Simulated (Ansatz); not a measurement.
LiMo:

```
Li Mo
1.0
     2.67346    0.00000    0.00000
    -1.33673    2.31528    0.00000
     0.00000    0.00000    5.00471
Li Mo
1 1
Direct
  0.00000 0.00000 0.00000
  0.33333 0.66667 0.50000
```

The cell was built by a generator and needn't be a form met in nature.

Base run:

```yaml
Program: Ansatz 0.2.0
Functional: r2SCAN
Potentials_or_basis: Ansatz PAW
Cutoff: "500 eV (not typed: the program's choice for these potentials)"
k_mesh: 11 × 11 × 6
Occupations: fermi-dirac, width 0.05 eV
Spin: no spin polarisation
```

Its results: band gap on the k mesh none (metal or under the smearing width); pressure -0.1 GPa.

**Question.** After a change of settings the same cell gave: band gap on the k mesh none (metal or under the smearing width); pressure 4.4 GPa. Which change was it?
A. functional from r2SCAN to RPBE; cutoff from 500 eV (not typed: the program's choice for these potentials) to 420 eV (not typed: the program's choice for these potentials)
B. functional from r2SCAN to revPBE; cutoff from 500 eV (not typed: the program's choice for these potentials) to 420 eV (not typed: the program's choice for these potentials)
C. functional from r2SCAN to PBEsol; cutoff from 500 eV (not typed: the program's choice for these potentials) to 420 eV (not typed: the program's choice for these potentials)
D. functional from r2SCAN to BLYP; cutoff from 500 eV (not typed: the program's choice for these potentials) to 420 eV (not typed: the program's choice for these potentials)

**Answer.** D.

Caveats: the PAW data sets come from PBE, with cores solved anew for the run's functional, which leaves a small shift of forces and pressure.
